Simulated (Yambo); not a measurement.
# Te2Mo: optical spectrum with PBE

Crystal: Te2Mo.

```
Te Mo
1.0
     3.51820    0.00000    0.00000
    -1.75910    3.04685    0.00000
     0.00000    0.00000   13.97360
Te Mo
4 2
Direct
  0.66667 0.33333 0.37900
  0.33333 0.66667 0.87900
  0.66667 0.33333 0.12100
  0.33333 0.66667 0.62100
  0.66667 0.33333 0.75000
  0.33333 0.66667 0.25000
```

```json
{
 "Program": "Yambo 5.3.0",
 "Task": "optical spectrum",
 "Functional": "PBE",
 "Potentials or basis": "PseudoDojo 0.4.1 SR PBE standard",
 "Cutoff": "1088 eV",
 "Density cutoff": "4354 eV",
 "k mesh": "3 × 3 × 1",
 "Occupations": "fixed",
 "Spin": "no spin polarisation",
 "k mesh of the self-consistent run": "12 × 12 × 2",
 "Direction of the field or of q to 0": "y",
 "Broadening": "0.1 eV",
 "Kernel": "Hartree (RPA with local fields)",
 "Top of the energy range": "20 eV",
 "Energy points": "200",
 "Correction of the levels": "none",
 "Bands in the response": "71",
 "Cutoff of the response matrix": "3 Ry"
}
```

```yaml
Band_gap_on_the_k_mesh_mean-field_level: 0.96 eV, indirect (least direct gap 1.04 eV)
Electronic_dielectric_constant_along_the_field: 21.52
Electronic_dielectric_constant_along_the_field_independent_particles: 23.13
```

Dielectric function (along the field direction of the input):
| energy (eV) | real part | imaginary part |
| --- | --- | --- |
| 0.30 | 22.27 | 1.27 |
| 1.31 | 8.17 | 32.31 |
| 2.31 | 24.66 | 14.83 |
| 3.32 | -3.33 | 5.26 |
| 4.42 | -2.48 | 19.14 |
| 5.43 | 4.10 | 7.33 |
| 6.43 | 0.32 | 3.28 |
| 7.54 | 0.24 | 6.29 |
| 8.54 | -7.57 | 15.00 |
| 9.55 | -4.36 | 1.82 |
| 10.65 | -1.91 | 1.00 |
| 11.66 | -1.00 | 1.73 |
| 12.66 | -0.91 | 1.34 |
| 13.77 | -1.00 | 0.59 |
| 14.77 | -0.99 | 0.55 |
| 15.78 | -0.32 | 0.30 |
| 16.88 | -0.03 | 1.34 |
| 17.89 | -0.35 | 0.16 |
| 18.89 | -0.11 | 0.04 |
| 20.00 | 0.10 | 0.03 |

Run time: 8 min on 1 thread of Arm Neoverse V2 (shared host).

Caveat: the k mesh is coarse (spacing up to 0.69 Å⁻¹), so the values aren't converged; this k mesh misses the band edges, so its gaps are larger than the crystal's; spectra need much finer meshes, so this one isn't converged; these spectra lack excitons; spin-orbit coupling is left out, which moves the levels of the heavy elements; an odd mesh through Γ misses points on the zone boundary, where band edges often lie.
